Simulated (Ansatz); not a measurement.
The system is NbTe.

```xyz
2
Lattice="3.4257 0.0000 0.0000 0.0000 3.4257 0.0000 0.0000 0.0000 3.4257" Properties=species:S:1:pos:R:3 pbc="T T T"
Nb    1.7128    1.7128    1.7128
Te    0.0000    0.0000    0.0000
```

The cell was built by a generator and needn't be a form met in nature.

A run of Ansatz 0.2.0 on this cell left the log below. Logs are shortened: lines on timing, memory, paths and dates and some standing lists are left out, and cuts for length are marked.

```text
Warning: RAYON_NUM_THREADS=2 ignored (pool sized by the plan → 2); use --threads N
Engine: ansatz 0.2.0, x86_64-unknown-linux-gnu
Pseudopotentials: kind: paw
Pseudopotential: Nb, paw, valence charge 13, recommended cutoff 420 eV (normal), Nb.paw.azcp
Pseudopotential: Te, paw, valence charge 16, recommended cutoff 420 eV (normal), Te.paw.azcp
Functional definition: PBE
  parameter kappa = 0.804
  parameter beta = 0.06672455060314922
  exchange = pbe_x(kappa = kappa, mu = beta*pi^2/3)
  correlation = pbe_c(beta = beta)
Crystal: 2 atoms, lattice volume = 40.202 Å³
Basis set: ecut = 420 eV, 751 PW (Γ), exchange–correlation on 48×48×48 points (8 copies of the dense FFT grid, shifted against one another)
Bands: 19, of which v1, the nominal top of the filled ones, is band 15 counted from 1 (14 counted from 0)
Symmetry: 48 space group operations
Space group: Pm-3m (ITA 221), of the structure as read, at distance tolerance 3.4e-5 Å
k-points: 35 of 512
Non-local potential: Nb, projectors of the file, l = 0: 3, l = 1: 2, l = 2: 2, l = 3: 1
Non-local potential: Te, projectors of the file, l = 0: 2, l = 1: 2, l = 2: 2, l = 3: 2
PAW form: soft (Blöchl's): semilocal exchange-correlation on the pseudo side does not see the compensation charge
PAW one-centre angular grid: Nb, 590 points (default); XC on 64 Gauss nodes
PAW one-centre angular grid: Te, 590 points (default); XC on 64 Gauss nodes
Initial density: superposition of atomic densities (neutral atoms: chi_scale 0, normalization atom), corrected by the library's trained network
Initial wavefunctions: pseudopotential atomic-orbital guess
Functional: x = pbe(κ = 0.804, μ = 0.2195149727645171), c = pbe(β = 0.06672455060314922)
SCF iter   1: F=—  HF=-11532.367643 eV  |F-HF|=—  |Δ(HF+E_count)|=         —  Δρ=3.45e-3  dr2=3.37e-3  ethr=1.77e-3  ⟨swp⟩=6.1  Hψ=3420  notcnv=0
preconditioner: auto → none  [insulator: Δε(μ)=0.024 eV  Ē_g=7.635 eV  σ=0.021 eV  W_gap=0.57  n_scr=6 (ndim 8)  ℏωp=19.4 eV  f_vac=0.000  D(μ)=2.24/eV (n_scr^D=26)  ε∞_Penn≈7.5]
SCF iter   2: F=—  HF=-11532.367567 eV  |F-HF|=—  |Δ(HF+E_count)|=   7.54e-5  Δρ=1.71e-3  dr2=7.51e-4  ethr=1.16e-5  ⟨swp⟩=2.3  Hψ=1361  notcnv=0  defer=2
SCF iter   3: F=—  HF=-11532.367794 eV  |F-HF|=—  |Δ(HF+E_count)|=   2.27e-4  Δρ=4.07e-4  dr2=4.81e-5  ethr=2.59e-6  ⟨swp⟩=2.2  Hψ=958  notcnv=0  defer=2
SCF iter   4: F=—  HF=-11532.367734 eV  |F-HF|=—  |Δ(HF+E_count)|=   6.00e-5  Δρ=1.24e-4  dr2=3.17e-6  ethr=1.66e-7  ⟨swp⟩=2.0  Hψ=1108  notcnv=0  defer=3
SCF iter   5: F=—  HF=-11532.367732 eV  |F-HF|=—  |Δ(HF+E_count)|=   2.51e-6  Δρ=2.03e-5  dr2=1.16e-7  ethr=1.09e-8  ⟨swp⟩=2.0  Hψ=1106  notcnv=0  defer=3
SCF iter   6: F=-11532.367732 eV  HF=-11532.367732 eV  |F-HF|=4.53e-9  |Δ(HF+E_count)|=   8.31e-8  Δρ=4.46e-6  dr2=3.95e-9  ethr=3.45e-10  ⟨swp⟩=5.6  Hψ=2291  notcnv=0
SCF 1 converged in 6 iterations: F = -11532.367732 eV  dr2 = 3.95e-9
  greatest PAW one-centre occupation: 0.998 electrons in one spin orbital (limit 2), on the Te atom at site 1 (counted from 0), in its partial waves of l = 2
SCF converged after 6 iterations
Free energy (F): -11532.367732 eV
Harris-Foulkes:  -11532.367732 eV  (|F-HF|=4.53e-9)
Internal energy: -11532.367219 eV  (E = F + TS)
E sigma→0 (E₀):  -11532.367476 eV
Entropy (-TS):   -0.000512 eV (-0.256 meV/atom)
Fermi energy:    17.372540 eV
--- Per-component energies (eV) ---
  E_band       = -226.260047
  E_kinetic    = 576.690201
  E_local      = -1487.576180  (includes V_loc(G=0)·N_el)
  E_nonlocal   = -188.739367
  E_hartree    = 840.456054
  E_xc         = -300.550265
  E_vxc        = -318.340397  (∫ρ·V_xc dr)
  E_paw        = -7737.158110  (= ΣΔE_a)
  E_vpaw       = -489.203864  (= ΣTr[D̂ρ^β])
  E_aug_tail   = -0.000157  (compensation charges beyond the density's cutoff)
  E_ewald      = -3235.489395
  E_smearing   = -0.000512  (= −TS)
  E_closure    = -0.000000  (closes the sum)
  Σ components = -11532.367732   (vs F -11532.367732, Δ=0.00e0)
--- Forces (eV/Å), atoms counted from 1 ---
  atom   1  Nb     0.00000000    -0.00000000     0.00000000
  atom   2  Te    -0.00000000     0.00000000     0.00000000
  max |Σ_I F_I| component: 2.93e-29 eV/Å
--- Stress (GPa, compression-positive) ---
       -0.111971       0.000000       0.000000
        0.000000      -0.111971       0.000000
        0.000000       0.000000      -0.111971
  P = ⅓ Tr σ = -0.1120 GPa (-1.120 kbar)
--- Band table (eV; the first three rows and the last of 35) ---
  k-point 0: bands = ["-37.8770", "-20.3664", "-20.3664", "-20.3411", "-20.3411", "-20.3411", "-13.8964", "-13.8964", "-13.8964", "2.9941", "14.7201", "14.7201", "16.1669", "16.1669", "16.1669", "18.4384", "18.4384", "18.4384", "20.9377"]
  k-point 1: bands = ["-37.8752", "-20.3663", "-20.3623", "-20.3427", "-20.3427", "-20.3410", "-13.9260", "-13.8925", "-13.8925", "3.1801", "13.7600", "14.8129", "15.8002", "15.8002", "16.4371", "18.4599", "18.9501", "18.9501", "21.7969"]
  k-point 2: bands = ["-37.8708", "-20.3660", "-20.3523", "-20.3465", "-20.3465", "-20.3408", "-13.9968", "-13.8833", "-13.8833", "3.6948", "11.9033", "15.0582", "15.1880", "15.1880", "17.3814", "18.5129", "20.0338", "20.0338", "22.8247"]
  k-point 34: bands = ["-37.8408", "-20.3624", "-20.3624", "-20.3624", "-20.3218", "-20.3218", "-14.0211", "-14.0211", "-14.0211", "7.0647", "10.9474", "10.9474", "10.9474", "19.4458", "19.4458", "19.4458", "19.9822", "19.9822", "22.1972"]
```

Question: What input gives this log?

Answer: Single point with PBE, no spin polarisation. The files as run (others can give the same):

input.yaml
```yaml
crystal:
  lattice:
    - [3.4257, 0.0, 0.0]
    - [0.0, 3.4257, 0.0]
    - [0.0, 0.0, 3.4257]
  atoms:
    - { symbol: Nb, position: [0.5, 0.5, 0.5] }
    - { symbol: Te, position: [0.0, 0.0, 0.0] }
hamiltonian:
  xc: pbe
  pseudopotentials: { kind: paw }
kpoints:
  mp_grid: { grid: [8, 8, 8] }
scf:
  occupations: { method: gaussian, width: 0.021 }
output:
  forces: true
  stress: true
  eigenvalues: true
```

Potentials or basis: Ansatz PAW.
The run is started by
```sh
$ ansatz run input.yaml --threads 2 --pin off --max-ram 5632MiB --backend cpu --events-out ev --progress --plain --runs-dir out
```
